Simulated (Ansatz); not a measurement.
# NaTlS2: the cost of one run

The runs shown are made with Ansatz 0.2.0. G0W0, plane waves. No spin polarisation and no zero-point or thermal motion; the cell was built from a prototype and may be hypothetical.

## (1) The structure to begin with

The cell was relaxed beforehand with r2SCAN.

Space group P-4m2 (No. 115), tetragonal; a = 4.104 Å, c = 6.639 Å in the conventional setting, 27.96 Å³ an atom. Around Na lie 4 S at 2.73 Å; around S lie 2 Tl at 2.55 Å and 2 Na at 2.73 Å; around Tl lie 4 S at 2.55 Å.

As a file:

```xyz
4
Lattice="4.1045 0.0000 0.0000 0.0000 4.1045 0.0000 0.0000 0.0000 6.6389" Properties=species:S:1:pos:R:3 pbc="T T T"
Na    0.0000    0.0000    0.0000
S     0.0000    2.0522    1.7983
Tl    2.0522    2.0522    3.3195
S     2.0522    0.0000    4.8407
```

## (2) 181 empty bands, 80 eV

The input, input.yaml:

```yaml
crystal:
  lattice:
    - [4.1044901836, 0.0, 0.0]
    - [0.0, 4.1044901836, 0.0]
    - [0.0, 0.0, 6.6389352453]
  atoms:
    - { symbol: Na, position: [0.0, 0.0, 0.0] }
    - { symbol: S, position: [0.0, 0.5, 0.2708669239] }
    - { symbol: Tl, position: [0.5, 0.5, 0.5] }
    - { symbol: S, position: [0.5, 0.0, 0.7291330761] }
kpoints:
  mp_grid: { grid: [4, 4, 2] }
hamiltonian:
  xc: pbe
scf:
  occupations: { method: fixed }
gw:
  n_empty_bands: 181
  ecut_chi: 80
  qp_bands: [v2, c2]
  qp_kpoints: band_edges
  screening: { model: contour_deformation }
```

On the command line:

```sh
> ansatz run input.yaml --threads 2 --pin off --max-ram 3686MiB --backend cpu --events-out ev --progress --plain --runs-dir out
```

What time and memory should one allow on 2 threads of Arm Neoverse V1, shared host?

About 52 s, with a peak of 0.63 GiB.
